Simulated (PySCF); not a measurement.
# A gas-phase reaction: H4OSi + Br2 → BrH3OSi + BrH

Wanted: the reaction energy for `O[SiH3]` + `BrBr` → `O[SiH2]Br` + `Br`.

Computed with PySCF 2.14.0; each step states its level. No surroundings beyond the atoms listed, unless a continuum is named. Atoms count from 0, parts from 1.

## 1. Starting point

Each species was relaxed by itself at PBE0-D3(BJ)/def2-SVPD.

## 2. Energies of the species: wB97M-D3(BJ)/def2-TZVPD

Job settings and geometry (Å):

```
{"job": {"kind": "react", "xc": "wB97M-D3(BJ)", "basis": "def2-TZVPD"}, "charge": 0, "multiplicity": 1}
-1 H4OSi charge 0 multiplicity 1
O      0.448000    -1.093210    -0.522720
Si    -0.273940     0.321270     0.019770
H      1.223080    -1.412520    -0.056170
H     -1.427120     0.551630    -0.889460
H     -0.748140     0.178910     1.429730
H      0.675720     1.473080    -0.048570

-1 Br2 charge 0 multiplicity 1
Br     1.150540     0.007020     0.004220
Br    -1.150810    -0.005840    -0.002400

+1 BrH3OSi charge 0 multiplicity 1
O     -0.785450    -1.082840    -0.193460
Si     0.359370     0.111780    -0.043460
Br    -0.527590     2.115480    -0.482400
H     -1.601090    -1.009440     0.308520
H      1.390420    -0.186540    -1.063020
H      0.900110     0.198780     1.338360

+1 BrH charge 0 multiplicity 1
Br     0.715040     0.008200     0.003180
H     -0.708630    -0.004950    -0.003570
```

With the program's defaults for keys left out, this is: wB97M-D3(BJ)/def2-TZVPD reaction energy of separated species, gas phase.

Run with:

```bash
> OMP_NUM_THREADS=1 python cluster_run.py task.json out
```

The driver reads the jobs from task.json and runs them one after another.

The log of the run:

```text
species 1 (H4OSi)
coarse grid: 21480 points
cycle   1  E = -367.1688076755  dE = -1.047e-01  |g| = 6.541e-01  |ddm| = 1.653e+00
cycle   2  E = -367.1468289781  dE =  2.198e-02  |g| = 7.800e-01  |ddm| = 6.950e-01
cycle   3  E = -367.2485031637  dE = -1.017e-01  |g| = 3.328e-02  |ddm| = 3.547e-01
cycle   4  E = -367.2487688404  dE = -2.657e-04  |g| = 9.090e-03  |ddm| = 3.784e-02
cycle   5  E = -367.2487902700  dE = -2.143e-05  |g| = 1.523e-03  |ddm| = 1.272e-02
cycle   6  E = -367.2487911051  dE = -8.352e-07  |g| = 3.490e-04  |ddm| = 2.906e-03
final grid: 44624 points
cycle   7  E = -367.2487622163  dE = -8.006e-08  |g| = 1.268e-04  |ddm| = 1.830e-03
cycle   8  E = -367.2487622232  dE = -6.869e-09  |g| = 5.209e-05  |ddm| = 2.741e-04
cycle   9  E = -367.2487622240  dE = -8.022e-10  |g| = 1.422e-05  |ddm| = 6.297e-05
converged SCF energy = -367.2487622240

species 2 (Br2)
coarse grid: 14664 points
cycle   1  E = -5148.2886922171  dE = -2.032e+00  |g| = 4.158e-01  |ddm| = 1.565e+00
cycle   2  E = -5148.3001173622  dE = -1.143e-02  |g| = 2.962e-01  |ddm| = 3.425e-01
cycle   3  E = -5148.3083611622  dE = -8.244e-03  |g| = 9.005e-03  |ddm| = 1.528e-01
cycle   4  E = -5148.3084057164  dE = -4.455e-05  |g| = 2.023e-03  |ddm| = 1.256e-02
cycle   5  E = -5148.3084092889  dE = -3.573e-06  |g| = 6.167e-04  |ddm| = 4.103e-03
final grid: 26152 points
cycle   6  E = -5148.3084025820  dE = -1.104e-07  |g| = 3.660e-04  |ddm| = 8.874e-04
cycle   7  E = -5148.3084026057  dE = -2.365e-08  |g| = 2.411e-04  |ddm| = 4.758e-04
cycle   8  E = -5148.3084026199  dE = -1.418e-08  |g| = 2.159e-05  |ddm| = 1.721e-04
cycle   9  E = -5148.3084026201  dE = -2.392e-10  |g| = 1.096e-05  |ddm| = 2.977e-05
converged SCF energy = -5148.3084026201

species 3 (BrH3OSi)
coarse grid: 26344 points
cycle   1  E = -2940.7777299661  dE = -9.203e-01  |g| = 7.066e-01  |ddm| = 1.895e+00
cycle   2  E = -2940.7660755882  dE =  1.165e-02  |g| = 7.898e-01  |ddm| = 8.073e-01
cycle   3  E = -2940.8699737585  dE = -1.039e-01  |g| = 6.532e-02  |ddm| = 4.142e-01
cycle   4  E = -2940.8707514175  dE = -7.777e-04  |g| = 1.595e-02  |ddm| = 5.883e-02
cycle   5  E = -2940.8708218351  dE = -7.042e-05  |g| = 4.790e-03  |ddm| = 1.814e-02
cycle   6  E = -2940.8708280957  dE = -6.261e-06  |g| = 1.262e-03  |ddm| = 6.303e-03
final grid: 52328 points
cycle   7  E = -2940.8708224274  dE = -4.687e-07  |g| = 9.422e-04  |ddm| = 2.692e-03
cycle   8  E = -2940.8708225060  dE = -7.855e-08  |g| = 8.084e-04  |ddm| = 1.153e-03
cycle   9  E = -2940.8708225874  dE = -8.140e-08  |g| = 8.560e-05  |ddm| = 4.719e-04
cycle  10  E = -2940.8708225906  dE = -3.276e-09  |g| = 5.853e-05  |ddm| = 1.199e-04
cycle  11  E = -2940.8708225919  dE = -1.304e-09  |g| = 6.572e-06  |ddm| = 9.280e-05
cycle  12  E = -2940.8708225920  dE = -1.637e-11  |g| = 2.158e-06  |ddm| = 9.152e-06
converged SCF energy = -2940.8708225920

species 4 (BrH)
coarse grid: 9808 points
cycle   1  E = -2574.7444818207  dE = -1.115e+00  |g| = 2.814e-01  |ddm| = 9.887e-01
cycle   2  E = -2574.7574488490  dE = -1.297e-02  |g| = 1.487e-01  |ddm| = 2.655e-01
cycle   3  E = -2574.7608846364  dE = -3.436e-03  |g| = 8.656e-03  |ddm| = 8.708e-02
cycle   4  E = -2574.7609220012  dE = -3.736e-05  |g| = 2.523e-03  |ddm| = 1.268e-02
cycle   5  E = -2574.7609264315  dE = -4.430e-06  |g| = 6.498e-04  |ddm| = 4.934e-03
final grid: 18448 points
cycle   6  E = -2574.7609111085  dE = -1.922e-07  |g| = 3.884e-04  |ddm| = 9.239e-04
cycle   7  E = -2574.7609111362  dE = -2.763e-08  |g| = 2.730e-04  |ddm| = 3.937e-04
cycle   8  E = -2574.7609111432  dE = -7.070e-09  |g| = 3.378e-05  |ddm| = 1.359e-04
cycle   9  E = -2574.7609111443  dE = -1.040e-09  |g| = 1.120e-05  |ddm| = 6.292e-05
cycle  10  E = -2574.7609111443  dE = -5.321e-11  |g| = 1.704e-06  |ddm| = 1.292e-05
converged SCF energy = -2574.7609111443

Reaction energy = -47.246 kcal/mol
```

It took 26 s on 1 thread of Arm Neoverse N1, shared host; peak memory 0.6 GiB.

Species by species (with the dispersion term, which the log's SCF energies lack):

```tsv
ν	species	energy (Eh)	HOMO (eV)
-1	O[SiH3]	-367.25265	-11.19
-1	BrBr	-5148.30959	-10.44
+1	O[SiH2]Br	-2940.87606	-10.75
+1	Br	-2574.76148	-11.15
```

## 3. Reaction energy: PBE0-D3(BJ)/def2-TZVPD

Settings changed since step 2:

```diff
@@ -1,2 +1,2 @@
-{"job": {"kind": "react", "xc": "wB97M-D3(BJ)", "basis": "def2-TZVPD"}, "charge": 0, "multiplicity": 1}
+{"job": {"kind": "react", "xc": "PBE0", "basis": "def2-TZVPD", "disp": "d3bj"}, "charge": 0, "multiplicity": 1}
 -1 H4OSi charge 0 multiplicity 1
```

Method: PBE0-D3(BJ)/def2-TZVPD reaction energy of separated species, gas phase.

The log of the run:

```text
species 1 (H4OSi)
coarse grid: 5192 points
cycle   1  E = -366.9026289103  dE = -4.124e-02  |g| = 7.015e-01  |ddm| = 1.660e+00
cycle   2  E = -366.7145742793  dE =  1.881e-01  |g| = 1.212e+00  |ddm| = 9.221e-01
cycle   3  E = -366.9888428244  dE = -2.743e-01  |g| = 5.288e-02  |ddm| = 6.165e-01
cycle   4  E = -366.9894417617  dE = -5.989e-04  |g| = 1.056e-02  |ddm| = 4.171e-02
cycle   5  E = -366.9894596653  dE = -1.790e-05  |g| = 1.261e-03  |ddm| = 7.526e-03
cycle   6  E = -366.9894600967  dE = -4.314e-07  |g| = 2.326e-04  |ddm| = 1.544e-03
final grid: 44624 points
cycle   7  E = -366.9884052111  dE = -1.356e-05  |g| = 3.648e-03  |ddm| = 1.778e-02
cycle   8  E = -366.9884021061  dE =  3.105e-06  |g| = 5.508e-03  |ddm| = 4.250e-03
cycle   9  E = -366.9884072390  dE = -5.133e-06  |g| = 3.185e-04  |ddm| = 2.651e-03
cycle  10  E = -366.9884072552  dE = -1.620e-08  |g| = 4.642e-05  |ddm| = 1.988e-04
cycle  11  E = -366.9884072555  dE = -3.132e-10  |g| = 7.342e-06  |ddm| = 3.905e-05
converged SCF energy = -366.9884072555

species 2 (Br2)
coarse grid: 14664 points
cycle   1  E = -5147.6955175321  dE = -1.992e+00  |g| = 4.158e-01  |ddm| = 1.609e+00
cycle   2  E = -5147.7001486632  dE = -4.631e-03  |g| = 3.188e-01  |ddm| = 3.040e-01
cycle   3  E = -5147.7078030007  dE = -7.654e-03  |g| = 2.250e-02  |ddm| = 1.633e-01
cycle   4  E = -5147.7079140775  dE = -1.111e-04  |g| = 7.934e-03  |ddm| = 2.329e-02
cycle   5  E = -5147.7079303650  dE = -1.629e-05  |g| = 5.812e-04  |ddm| = 6.034e-03
cycle   6  E = -5147.7079304238  dE = -5.879e-08  |g| = 9.434e-05  |ddm| = 7.038e-04
final grid: 26152 points
cycle   7  E = -5147.7079424265  dE = -3.380e-09  |g| = 8.878e-05  |ddm| = 2.094e-04
cycle   8  E = -5147.7079424268  dE = -2.747e-10  |g| = 7.652e-05  |ddm| = 1.001e-04
cycle   9  E = -5147.7079424272  dE = -4.193e-10  |g| = 2.360e-06  |ddm| = 3.913e-05
converged SCF energy = -5147.7079424272

species 3 (BrH3OSi)
coarse grid: 26344 points
cycle   1  E = -2940.2187666599  dE = -8.822e-01  |g| = 7.492e-01  |ddm| = 1.950e+00
cycle   2  E = -2940.0333499201  dE =  1.854e-01  |g| = 1.224e+00  |ddm| = 1.039e+00
cycle   3  E = -2940.3089643048  dE = -2.756e-01  |g| = 1.069e-01  |ddm| = 7.169e-01
cycle   4  E = -2940.3110245046  dE = -2.060e-03  |g| = 2.227e-02  |ddm| = 8.732e-02
cycle   5  E = -2940.3111250927  dE = -1.006e-04  |g| = 1.335e-02  |ddm| = 2.960e-02
cycle   6  E = -2940.3111665885  dE = -4.150e-05  |g| = 1.261e-03  |ddm| = 1.112e-02
cycle   7  E = -2940.3111669251  dE = -3.366e-07  |g| = 3.294e-04  |ddm| = 1.334e-03
final grid: 52328 points
cycle   8  E = -2940.3111794349  dE = -3.478e-08  |g| = 2.982e-04  |ddm| = 1.578e-03
cycle   9  E = -2940.3111794384  dE = -3.504e-09  |g| = 2.713e-04  |ddm| = 4.059e-04
cycle  10  E = -2940.3111794513  dE = -1.284e-08  |g| = 1.274e-05  |ddm| = 1.831e-04
cycle  11  E = -2940.3111794513  dE = -2.819e-11  |g| = 6.178e-06  |ddm| = 1.344e-05
converged SCF energy = -2940.3111794513

species 4 (BrH)
coarse grid: 9808 points
cycle   1  E = -2574.4494536322  dE = -1.081e+00  |g| = 2.724e-01  |ddm| = 1.042e+00
cycle   2  E = -2574.4540918836  dE = -4.638e-03  |g| = 1.699e-01  |ddm| = 2.601e-01
cycle   3  E = -2574.4588662106  dE = -4.774e-03  |g| = 3.007e-02  |ddm| = 1.194e-01
cycle   4  E = -2574.4590976902  dE = -2.315e-04  |g| = 4.156e-03  |ddm| = 2.212e-02
cycle   5  E = -2574.4591016926  dE = -4.002e-06  |g| = 1.311e-03  |ddm| = 4.270e-03
final grid: 18448 points
cycle   6  E = -2574.4591028086  dE = -7.032e-08  |g| = 1.375e-03  |ddm| = 2.024e-03
cycle   7  E = -2574.4591028229  dE = -1.435e-08  |g| = 1.399e-03  |ddm| = 1.791e-03
cycle   8  E = -2574.4591030438  dE = -2.209e-07  |g| = 5.149e-05  |ddm| = 8.398e-04
cycle   9  E = -2574.4591030445  dE = -6.848e-10  |g| = 1.026e-05  |ddm| = 4.413e-05
converged SCF energy = -2574.4591030445

Reaction energy = -46.839 kcal/mol
```

It took 13 s on 1 thread of Arm Neoverse N1, shared host; peak memory 0.6 GiB.

Reaction energy at this level: -46.84 kcal/mol.

## 4. Energies of the species: MP2/def2-TZVPD

Settings changed since step 3:

```diff
@@ -1,2 +1,2 @@
-{"job": {"kind": "react", "xc": "PBE0", "basis": "def2-TZVPD", "disp": "d3bj"}, "charge": 0, "multiplicity": 1}
+{"job": {"kind": "react", "xc": "MP2", "basis": "def2-TZVPD"}, "charge": 0, "multiplicity": 1}
 -1 H4OSi charge 0 multiplicity 1
```

Method: MP2/def2-TZVPD reaction energy of separated species, gas phase.

The log of the run:

```text
species 1 (H4OSi)
final grid: 44624 points
cycle   1  E = -366.1490597997  dE = -2.082e-01  |g| = 5.094e-01  |ddm| = 1.609e+00
cycle   2  E = -366.1899487069  dE = -4.089e-02  |g| = 3.206e-01  |ddm| = 4.181e-01
cycle   3  E = -366.2073451963  dE = -1.740e-02  |g| = 4.203e-02  |ddm| = 1.600e-01
cycle   4  E = -366.2079607002  dE = -6.155e-04  |g| = 7.726e-03  |ddm| = 4.690e-02
cycle   5  E = -366.2079879252  dE = -2.722e-05  |g| = 1.419e-03  |ddm| = 1.248e-02
cycle   6  E = -366.2079891636  dE = -1.238e-06  |g| = 3.824e-04  |ddm| = 2.860e-03
cycle   7  E = -366.2079892626  dE = -9.897e-08  |g| = 9.918e-05  |ddm| = 6.817e-04
cycle   8  E = -366.2079892694  dE = -6.847e-09  |g| = 2.235e-05  |ddm| = 2.091e-04
cycle   9  E = -366.2079892697  dE = -3.333e-10  |g| = 4.458e-06  |ddm| = 4.977e-05
converged SCF energy = -366.2079892697

species 2 (Br2)
final grid: 26152 points
cycle   1  E = -5144.8048461165  dE = -2.062e+00  |g| = 2.909e-01  |ddm| = 1.538e+00
cycle   2  E = -5144.8189358679  dE = -1.409e-02  |g| = 1.474e-01  |ddm| = 2.565e-01
cycle   3  E = -5144.8217327976  dE = -2.797e-03  |g| = 1.800e-02  |ddm| = 9.135e-02
cycle   4  E = -5144.8218980086  dE = -1.652e-04  |g| = 4.299e-03  |ddm| = 2.375e-02
cycle   5  E = -5144.8219100950  dE = -1.209e-05  |g| = 1.080e-03  |ddm| = 6.539e-03
cycle   6  E = -5144.8219105984  dE = -5.034e-07  |g| = 1.901e-04  |ddm| = 1.295e-03
cycle   7  E = -5144.8219106147  dE = -1.635e-08  |g| = 2.978e-05  |ddm| = 2.742e-04
cycle   8  E = -5144.8219106151  dE = -3.856e-10  |g| = 3.080e-06  |ddm| = 6.117e-05
converged SCF energy = -5144.8219106151

species 3 (BrH3OSi)
final grid: 52328 points
cycle   1  E = -2938.0340104705  dE = -9.988e-01  |g| = 5.487e-01  |ddm| = 1.845e+00
cycle   2  E = -2938.0849289381  dE = -5.092e-02  |g| = 3.269e-01  |ddm| = 5.085e-01
cycle   3  E = -2938.1038450113  dE = -1.892e-02  |g| = 4.836e-02  |ddm| = 1.919e-01
cycle   4  E = -2938.1045436245  dE = -6.986e-04  |g| = 1.265e-02  |ddm| = 5.464e-02
cycle   5  E = -2938.1046043835  dE = -6.076e-05  |g| = 3.187e-03  |ddm| = 1.628e-02
cycle   6  E = -2938.1046092897  dE = -4.906e-06  |g| = 1.016e-03  |ddm| = 4.731e-03
cycle   7  E = -2938.1046099617  dE = -6.721e-07  |g| = 3.525e-04  |ddm| = 1.595e-03
cycle   8  E = -2938.1046100531  dE = -9.139e-08  |g| = 1.057e-04  |ddm| = 6.039e-04
cycle   9  E = -2938.1046100605  dE = -7.352e-09  |g| = 1.945e-05  |ddm| = 2.074e-04
cycle  10  E = -2938.1046100608  dE = -2.779e-10  |g| = 3.884e-06  |ddm| = 4.629e-05
converged SCF energy = -2938.1046100608

species 4 (BrH)
final grid: 18448 points
cycle   1  E = -2572.9852623678  dE = -1.144e+00  |g| = 2.202e-01  |ddm| = 9.640e-01
cycle   2  E = -2572.9999186875  dE = -1.466e-02  |g| = 7.760e-02  |ddm| = 2.157e-01
cycle   3  E = -2573.0014424533  dE = -1.524e-03  |g| = 1.588e-02  |ddm| = 5.815e-02
cycle   4  E = -2573.0016143521  dE = -1.719e-04  |g| = 5.005e-03  |ddm| = 1.886e-02
cycle   5  E = -2573.0016334777  dE = -1.913e-05  |g| = 1.691e-03  |ddm| = 6.805e-03
cycle   6  E = -2573.0016348806  dE = -1.403e-06  |g| = 3.418e-04  |ddm| = 2.059e-03
cycle   7  E = -2573.0016349543  dE = -7.364e-08  |g| = 5.979e-05  |ddm| = 6.414e-04
cycle   8  E = -2573.0016349557  dE = -1.433e-09  |g| = 8.468e-06  |ddm| = 8.660e-05
cycle   9  E = -2573.0016349557  dE = -3.729e-11  |g| = 1.310e-06  |ddm| = 1.889e-05
converged SCF energy = -2573.0016349557

Reaction energy = -50.003 kcal/mol
```

It took 6.8 s on 1 thread of Arm Neoverse N1, shared host; peak memory 0.4 GiB.

Reaction energy at this level: -50.00 kcal/mol.

## 5. Comparing the runs

Energies in kcal/mol, with wall time:

```tsv
run	reaction	time
wB97M-D3(BJ)/def2-TZVPD	-47.25	26 s
PBE0-D3(BJ)/def2-TZVPD	-46.84	13 s
MP2/def2-TZVPD	-50.00	6.8 s
```

## 6. Summary of results

```
                                                quantity                      value
               reaction energy (wB97M-D3(BJ)/def2-TZVPD)            -47.25 kcal/mol
                     ΔH, ΔG at 298 K (xTB thermal terms)      -47.5, -47.5 kcal/mol
range of the reaction energy over the runs of this table  -50.00 to -46.84 kcal/mol
```

In words: The reaction is exothermic by 47.5 kcal/mol in the gas phase; dispersion gives -0.45, and xTB itself gave -27.03 for the electronic energy (xTB energies and thermal terms come from the earlier relaxation of each species, not shown). No barrier was sought. xTB and this level differ widely in the electronic energy, so what comes from xTB (the thermal terms above all) is less safe here. The reaction energy runs from -50.00 (MP2/def2-TZVPD) to -46.84 kcal/mol (PBE0-D3(BJ)/def2-TZVPD).
